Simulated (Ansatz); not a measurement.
The system is Ti3Fe.

```xyz
4
Lattice="2.9986 0.0000 0.0000 -1.4993 2.5968 0.0000 0.0000 0.0000 8.0416" Properties=species:S:1:pos:R:3 pbc="T T T"
Fe    1.4993    0.8656    0.0000
Ti    0.0000    1.7312    6.3117
Ti    0.0000    1.7312    1.7299
Ti    1.4993    0.8656    4.0208
```

The cell comes from a database or a generator and needn't be the stable form of this composition.

```yaml
Program: Ansatz 0.2.0
Task: single point
Functional: PBE
Potentials_or_basis: Ansatz PAW
Cutoff: "420 eV (not typed: the program's choice for these potentials)"
k_mesh: 10 × 10 × 4
Occupations: fermi-dirac, width 0.05 eV
Spin: collinear spin, ferromagnetic start
Starting_moments: "[3.0, 1.0, 1.0, 1.0] μB"
```

On this cell: pressure 0.5 GPa; largest force 0.005 eV/Å; net moment 0.29 μB per cell; site moments Fe +0.54; Ti -0.11, +0.05 μB; band gap on the k mesh none (metal or under the smearing width).

The same run follows on a disturbed copy (atoms moved at random, drawn with an rms of 0.05 Å):

```
Fe Ti
1.0
     2.99857    0.00000    0.00000
    -1.49928    2.59683    0.00000
     0.00000    0.00000    8.04156
Fe Ti
1 3
Direct
  0.66831 0.32368 0.99465
  0.33328 0.67051 0.78121
  0.32863 0.66004 0.21438
  0.67613 0.33406 0.50023
```

Task: What does the disturbed cell give?

Result: The energy (extrapolated to zero smearing) moves by +2.1 meV/atom; pressure 0.5 GPa; largest force 0.241 eV/Å; net moment 0.37 μB per cell; site moments Fe +0.64; Ti -0.12, -0.11, +0.06 μB; band gap on the k mesh none (metal or under the smearing width).

Forces in eV/Å, atoms in the order of the input:
```
Fe  -0.058  0.067  0.224
Ti   0.060 -0.065  0.019
Ti   0.051  0.015 -0.100
Ti  -0.053 -0.016 -0.143
```

Stress tensor (GPa, compression positive):
```
-0.51  0.68  0.00
 0.68 -0.13 -0.01
 0.00 -0.01  2.00
```

Caveats: the starting moments weren't kept.
